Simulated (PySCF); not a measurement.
# O4Si4: relaxation and vibrations and intensities, part 2 of 2

The task, for O4Si4: 2 runs in a chain (relaxation and vibrations and intensities).

PySCF 2.14.0; relaxation, pbe0, def2-tzvp, and further levels as typed in the inputs. Earlier steps stand in the parts before.

## Step 3: Vibrations and intensities: vibrations and intensities, pbe0, def2-tzvp

It takes the final geometry of step 2.

Contents of run.py:

```python
from pyscf import gto, dft
from pyscf.hessian import thermo
import numpy as np
mol = gto.M(atom="mol.xyz", basis="def2-tzvp", charge=1, spin=1, verbose=4)
mf = dft.UKS(mol, xc="pbe0").density_fit().run(conv_tol=1e-9)
for i in range(6):  # look for a lower solution of the same spin
    mo, _, ok, _ = mf.stability(return_status=True)
    if ok: break
    mf.kernel(mf.make_rdm1(mo, mf.mo_occ))
print(f"converged SCF energy = {mf.e_tot:.10f}, stable: {ok}")
mol.verbose = 0; x = mol.atom_coords(); n = x.size; h = np.zeros((n, n + 3))
def point(d):
    m = mol.set_geom_(x + d.reshape(-1, 3), unit="Bohr", inplace=False); s = dft.UKS(m, xc="pbe0").density_fit()
    s.grids.level = 4
    s.run(mf.make_rdm1(), conv_tol=1e-10); g = s.nuc_grad_method(); g.grid_response = True
    return np.append(g.kernel(), s.dip_moment(unit="AU", verbose=0))
for k in range(n): d = np.zeros(n); d[k] = 0.01; h[k] = (point(d) - point(-d)) / 0.02
H = (h[:, :n] + h[:, :n].T) / 2
f = thermo.harmonic_analysis(mol, H.reshape(mol.natm, 3, mol.natm, 3).transpose(0, 2, 1, 3))
print("harmonic vibrations: frequency (1/cm), infrared intensity (km/mol)")
for w, q in zip(f["freq_wavenumber"], f["norm_mode"]): t = q.ravel() @ h[:, n:]; print(f"  {w.real - w.imag:9.2f} {974.88 * t @ t:9.2f}")
```

Run with:

```bash
> python run.py
```

The program printed:

```text
[INPUT] num. atoms = 8
[INPUT] num. electrons = 87
[INPUT] charge = 1
[INPUT] spin (= nelec alpha-beta = 2S) = 1
[INPUT] symmetry False subgroup None
[INPUT] Mole.unit = angstrom
[INPUT] Symbol           X                Y                Z      unit          X                Y                Z       unit  Magmom
[INPUT]  1 Si     0.761773130000  -1.872314310000   1.326739890000 AA    1.439542584753  -3.538161265004   2.507175030636 Bohr   0.0
[INPUT]  2 O      0.663188760000  -2.518371920000  -0.144797450000 AA    1.253245125290  -4.759033208595  -0.273627524035 Bohr   0.0
[INPUT]  3 Si    -0.266453480000  -2.160161570000  -1.513992430000 AA   -0.503524102137  -4.082113752110  -2.861031047365 Bohr   0.0
[INPUT]  4 O     -0.901278170000  -0.680307920000  -0.982863810000 AA   -1.703168903349  -1.285595649173  -1.857343418647 Bohr   0.0
[INPUT]  5 Si    -0.755576780000   0.626620210000  -0.029726010000 AA   -1.427833180281   1.184140581017  -0.056174017676 Bohr   0.0
[INPUT]  6 O      0.416099580000  -0.142026990000   1.151799130000 AA    0.786314246747  -0.268392113396   2.176584906212 Bohr   0.0
[INPUT]  7 Si     2.065752880000   0.245389740000   1.906168090000 AA    3.903707184232   0.463719402378   3.602135637485 Bohr   0.0
[INPUT]  8 O      2.242141150000  -1.399530010000   1.910323990000 AA    4.237032706117  -2.644728422010   3.609989150286 Bohr   0.0

nuclear repulsion = 688.746709330964
number of shells = 96
number of NR pGTOs = 436
number of NR cGTOs = 272
basis = def2-tzvp
ecp = {}

******** <class 'pyscf.df.df_jk.DFUKS'> ********
method = DFUKS
initial guess = minao
damping factor = 0
level_shift factor = 0
DIIS = <class 'pyscf.scf.diis.CDIIS'>
diis_start_cycle = 1
diis_space = 8
diis_damp = 0
SCF conv_tol = 1e-09
SCF conv_tol_grad = None
SCF max_cycles = 50
direct_scf = False
number electrons alpha = 44  beta = 43
XC library pyscf.dft.libxc version 7.0.0
    S. Lehtola, C. Steigemann, M. J.T. Oliveira, and M. A.L. Marques.,  SoftwareX 7, 1–5 (2018)
XC functionals = pbe0
    C. Adamo and V. Barone.,  J. Chem. Phys. 110, 6158 (1999)
    M. Ernzerhof and G. E. Scuseria.,  J. Chem. Phys. 110, 5029 (1999)
radial grids:
    Treutler-Ahlrichs [JCP 102, 346 (1995); DOI:10.1063/1.469408] (M4) radial grids

becke partition: Becke, JCP 88, 2547 (1988); DOI:10.1063/1.454033
pruning grids: <function nwchem_prune at 0x74130a381c60>
grids dens level: 3
symmetrized grids: False
atomic radii adjust function: <function treutler_atomic_radii_adjust at 0x74130a382980>
small_rho_cutoff = 0
Set gradient conv threshold to 3.16228e-05
tot grids = 133048
******** <class 'pyscf.df.df.DF'> ********
auxbasis = def2-tzvp-jkfit
init E= -1459.55157936926
[... the frontier-level lines of each cycle are left out ...]


cycle= 1 E= -1457.84922994675  delta_E=  1.7  |g|=    1  |ddm|=    2
cycle= 2 E= -1456.92607362065  delta_E= 0.923  |g|= 1.82  |ddm|= 1.42
cycle= 3 E= -1458.19652191281  delta_E= -1.27  |g|= 0.183  |ddm|= 0.952
cycle= 4 E= -1458.20438126375  delta_E= -0.00786  |g|= 0.134  |ddm|= 0.174
cycle= 5 E= -1458.21045442654  delta_E= -0.00607  |g|= 0.0284  |ddm|= 0.0794
cycle= 6 E= -1458.21080954613  delta_E= -0.000355  |g|= 0.00477  |ddm|= 0.0259
cycle= 7 E= -1458.21082038904  delta_E= -1.08e-05  |g|= 0.00318  |ddm|= 0.00651
cycle= 8 E= -1458.21082491073  delta_E= -4.52e-06  |g|= 0.00131  |ddm|= 0.00302
cycle= 9 E= -1458.21082631282  delta_E= -1.4e-06  |g|= 0.00041  |ddm|= 0.00188
cycle= 10 E= -1458.21082690832  delta_E= -5.96e-07  |g|= 0.000259  |ddm|= 0.00142
cycle= 11 E= -1458.21082725137  delta_E= -3.43e-07  |g|= 0.000218  |ddm|= 0.00121
cycle= 12 E= -1458.21082736697  delta_E= -1.16e-07  |g|= 0.000164  |ddm|= 0.000554
cycle= 13 E= -1458.21082752649  delta_E= -1.6e-07  |g|= 6.7e-05  |ddm|= 0.00134
cycle= 14 E= -1458.21082754163  delta_E= -1.51e-08  |g|= 3.28e-05  |ddm|= 0.000371
cycle= 15 E= -1458.21082754463  delta_E= -3e-09  |g|= 1.98e-05  |ddm|= 0.000152
cycle= 16 E= -1458.21082754523  delta_E= -6.05e-10  |g|= 1.3e-05  |ddm|= 4.41e-05
Extra cycle  E= -1458.2108275456  delta_E= -3.69e-10  |g|= 1.94e-05  |ddm|= 3.9e-05
converged SCF energy = -1458.2108275456  <S^2> = 0.75330886  2S+1 = 2.0033061
uhf_internal: lowest eigs of H = [0.09887332 0.11212018 0.13127277]
<class 'pyscf.df.df_jk.DFUKS'> wavefunction is stable in the internal stability analysis
converged SCF energy = -1458.2108275456, stable: True
harmonic vibrations: frequency (1/cm), infrared intensity (km/mol)
      77.11      0.05
     102.19      1.42
     155.60      0.78
     181.05      2.65
     214.94      1.04
     245.68      6.87
     301.82     38.37
     385.58    178.72
     399.31     51.53
     523.64     14.54
     527.95     17.80
     577.63     14.47
     644.58      8.02
     676.92    347.80
     855.40     26.01
     864.81    205.51
     953.88    358.73
    1047.26    747.30
```

Wall time 75 min (2 threads of Intel Xeon Platinum 8488C (Sapphire Rapids), shared host).

Harmonic frequencies from the force constants, with isotope-averaged masses (PySCF's default) and rigid motions projected out (i: imaginary):

| mode | cm⁻¹ | IR (km/mol) |
| --- | --- | --- |
| 1 | 77 | 0.1 |
| 2 | 102 | 1.4 |
| 3 | 156 | 0.8 |
| 4 | 181 | 2.6 |
| 5 | 215 | 1.0 |
| 6 | 246 | 6.9 |
| 7 | 302 | 38.4 |
| 8 | 386 | 178.7 |
| 9 | 399 | 51.5 |
| 10 | 524 | 14.5 |
| 11 | 528 | 17.8 |
| 12 | 578 | 14.5 |
| 13 | 645 | 8.0 |
| 14 | 677 | 347.8 |
| 15 | 855 | 26.0 |
| 16 | 865 | 205.5 |
| 17 | 954 | 358.7 |
| 18 | 1047 | 747.3 |

## Step 4: The runs side by side

What follows sums up all 2 parts.

| quantity | value |
| --- | --- |
| harmonic frequencies (step 3) | 77 to 1047 cm⁻¹ |
| zero-point energy (step 3) | 0.542 eV |

**Reading.** In step 3 all modes are real: a minimum.
